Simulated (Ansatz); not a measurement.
Geometry optimisation, DFT PBE, scalar-relativistic, plane waves, PAW in Ansatz 0.2.0.

The input (input.yaml):

```yaml
crystal:
  lattice:
    - [10.86, 0.0, 0.0]
    - [0.0, 10.86, 0.0]
    - [0.0, 0.0, 10.86]
  atoms:
    - { symbol: Si, position: [0.5, 0.0, 0.0] }
    - { symbol: Si, position: [0.625, 0.125, 0.125] }
    - { symbol: Si, position: [0.75, 0.25, 0.0] }
    - { symbol: Si, position: [0.875, 0.375, 0.125] }
    - { symbol: Si, position: [0.75, 0.0, 0.25] }
    - { symbol: Si, position: [0.875, 0.125, 0.375] }
    - { symbol: Si, position: [0.0, 0.0, 0.0] }
    - { symbol: Si, position: [0.125, 0.125, 0.125] }
    - { symbol: Si, position: [0.25, 0.25, 0.0] }
    - { symbol: Si, position: [0.375, 0.375, 0.125] }
    - { symbol: Si, position: [0.5, 0.5, 0.0] }
    - { symbol: Si, position: [0.625, 0.625, 0.125] }
    - { symbol: Si, position: [0.75, 0.75, 0.0] }
    - { symbol: Si, position: [0.875, 0.875, 0.125] }
    - { symbol: Si, position: [0.25, 0.0, 0.25] }
    - { symbol: Si, position: [0.375, 0.125, 0.375] }
    - { symbol: Si, position: [0.5, 0.25, 0.25] }
    - { symbol: Si, position: [0.625, 0.375, 0.375] }
    - { symbol: Si, position: [0.75, 0.5, 0.25] }
    - { symbol: Si, position: [0.875, 0.625, 0.375] }
    - { symbol: Si, position: [0.5, 0.0, 0.5] }
    - { symbol: Si, position: [0.625, 0.125, 0.625] }
    - { symbol: Si, position: [0.75, 0.25, 0.5] }
    - { symbol: Si, position: [0.875, 0.375, 0.625] }
    - { symbol: Al, position: [0.875, -0.125, 0.625], spin: 1.0 }
    - { symbol: Si, position: [0.875, 0.125, 0.875] }
    - { symbol: Si, position: [0.0, 0.5, 0.0] }
    - { symbol: Si, position: [0.125, 0.625, 0.125] }
    - { symbol: Si, position: [0.25, 0.75, 0.0] }
    - { symbol: Si, position: [0.375, 0.875, 0.125] }
    - { symbol: Si, position: [0.0, 0.25, 0.25] }
    - { symbol: Si, position: [0.125, 0.375, 0.375] }
    - { symbol: Si, position: [0.25, 0.5, 0.25] }
    - { symbol: Si, position: [0.375, 0.625, 0.375] }
    - { symbol: Si, position: [0.5, 0.75, 0.25] }
    - { symbol: Si, position: [0.625, 0.875, 0.375] }
    - { symbol: Si, position: [0.0, 0.0, 0.5] }
    - { symbol: Si, position: [0.125, 0.125, 0.625] }
    - { symbol: Si, position: [0.25, 0.25, 0.5] }
    - { symbol: Si, position: [0.375, 0.375, 0.625] }
    - { symbol: Si, position: [0.5, 0.5, 0.5] }
    - { symbol: Si, position: [0.625, 0.625, 0.625] }
    - { symbol: Si, position: [0.75, 0.75, 0.5] }
    - { symbol: Si, position: [0.25, 0.0, 0.75] }
    - { symbol: Si, position: [0.375, 0.125, 0.875] }
    - { symbol: Si, position: [0.5, 0.25, 0.75] }
    - { symbol: Si, position: [0.625, 0.375, 0.875] }
    - { symbol: Si, position: [0.75, 0.5, 0.75] }
    - { symbol: Si, position: [0.875, 0.625, 0.875] }
    - { symbol: Si, position: [0.0, 0.75, 0.25] }
    - { symbol: Si, position: [0.125, 0.875, 0.375] }
    - { symbol: Si, position: [0.0, 0.5, 0.5] }
    - { symbol: Si, position: [0.125, 0.625, 0.625] }
    - { symbol: Si, position: [0.25, 0.75, 0.5] }
    - { symbol: Si, position: [0.375, 0.875, 0.625] }
    - { symbol: Si, position: [0.0, 0.25, 0.75] }
    - { symbol: Si, position: [0.125, 0.375, 0.875] }
    - { symbol: Si, position: [0.25, 0.5, 0.75] }
    - { symbol: Si, position: [0.375, 0.625, 0.875] }
    - { symbol: Si, position: [0.5, 0.75, 0.75] }
    - { symbol: Si, position: [0.625, 0.875, 0.875] }
    - { symbol: Si, position: [0.0, 0.75, 0.75] }
    - { symbol: Si, position: [0.125, 0.875, 0.875] }
magnetization:
  spin_polarized: true
basis:
  ecutwfc: 420.0
kpoints:
  mp_grid: { grid: [1, 1, 1] }
hamiltonian:
  xc: pbe
  pseudopotentials: { kind: paw, azcp: { folder: soft_1 } }
scf:
  occupations: { method: fermi_dirac, width: 0.02 }
  lower_state_search: "off"
relax:
  f_tol: 0.03
  max_steps: 60
  adjacent_minimum: "off"
output:
  write_density: true
  write_potential: true
  elf: true
  volumetric_format: npy
```

Run as:

```bash
$ ansatz run input.yaml --threads 4 --pin off --max-ram 10240MiB --backend cpu --events-out ev --progress --plain --runs-dir out
```

Problem. Where does it end, and by what steps?

Solution. The forces met the threshold. Limits of this set-up: coarse k mesh, a typed lattice constant that wasn't relaxed here. After 7 steps the energy has fallen by 0.473 eV; Al25 moved furthest, 1.14 Å. Joined: Si22–Al25 (3.84 → 2.78 Å), Al25–Si26 (3.84 → 2.78 Å), Al25–Si61 (3.84 → 2.78 Å).

```json
{"step": "0", "energy less start (eV)": "0.0000", "largest force component (eV/Å)": "0.803", "accepted": "yes"}
{"step": "1", "energy less start (eV)": "-0.2066", "largest force component (eV/Å)": "0.241", "accepted": "yes"}
{"step": "2", "energy less start (eV)": "-0.2709", "largest force component (eV/Å)": "0.150", "accepted": "yes"}
{"step": "3", "energy less start (eV)": "-0.3278", "largest force component (eV/Å)": "0.115", "accepted": "yes"}
{"step": "4", "energy less start (eV)": "-0.3826", "largest force component (eV/Å)": "0.123", "accepted": "yes"}
{"step": "5", "energy less start (eV)": "-0.4307", "largest force component (eV/Å)": "0.112", "accepted": "yes"}
{"step": "6", "energy less start (eV)": "-0.4634", "largest force component (eV/Å)": "0.057", "accepted": "yes"}
{"step": "7", "energy less start (eV)": "-0.4727", "largest force component (eV/Å)": "0.007", "accepted": "yes"}
```

```xyz
63
Lattice="10.8600 0.0000 0.0000 0.0000 10.8600 0.0000 0.0000 0.0000 10.8600" Properties=species:S:1:pos:R:3
Si 5.531 -0.056 -0.101
Si 6.820 1.325 1.305
Si 8.201 2.614 -0.101
Si 9.507 4.045 1.330
Si 8.156 -0.011 2.704
Si 9.514 1.361 4.060
Si 0.024 -0.010 -0.009
Si 1.381 1.364 1.349
Si 2.762 2.687 -0.028
Si 4.084 4.061 1.346
Si 5.458 5.383 -0.028
Si 6.781 6.764 1.349
Si 8.155 8.121 -0.009
Si 9.512 9.493 1.347
Si 2.710 -0.017 2.720
Si 4.081 1.364 4.049
Si 5.458 2.687 2.668
Si 6.781 4.064 4.049
Si 8.162 5.435 2.720
Si 9.467 6.866 4.151
Si 5.439 -0.010 5.406
Si 6.941 1.204 6.754
Si 8.155 2.706 5.406
Si 9.512 4.062 6.778
Al 8.844 -0.699 7.446
Si 9.536 1.204 9.349
Si 0.028 5.417 0.003
Si 1.351 6.794 1.382
Si 2.728 8.117 0.003
Si 4.100 9.498 1.330
Si 0.028 2.718 2.702
Si 1.351 4.097 4.079
Si 2.723 5.422 2.707
Si 4.048 6.794 4.079
Si 5.427 8.117 2.702
Si 6.784 9.491 4.060
Si -0.131 0.015 5.561
Si 1.370 1.361 6.776
Si 2.728 2.718 5.402
Si 4.100 4.045 6.783
Si 5.427 5.417 5.402
Si 6.784 6.775 6.776
Si 8.130 8.276 5.561
Si 2.726 -0.011 8.134
Si 4.125 1.325 9.470
Si 5.531 2.614 8.089
Si 6.820 4.020 9.470
Si 8.156 5.419 8.134
Si 9.514 6.775 9.506
Si -0.011 8.156 2.746
Si 1.279 9.538 4.151
Si -0.011 5.461 5.441
Si 1.279 6.866 6.823
Si 2.684 8.156 5.441
Si 4.083 9.493 6.778
Si 0.024 2.706 8.135
Si 1.381 4.064 9.509
Si 2.710 5.435 8.128
Si 4.081 6.764 9.509
Si 5.439 8.121 8.135
Si 6.941 9.469 9.349
Si -0.131 8.276 8.160
Si 1.370 9.491 9.506
```

Whether the end is a true minimum wasn't checked by a vibrational analysis.

The run took 73 s on 4 threads of Arm Neoverse V2, with other jobs on the host, peak memory 1.6 GiB.
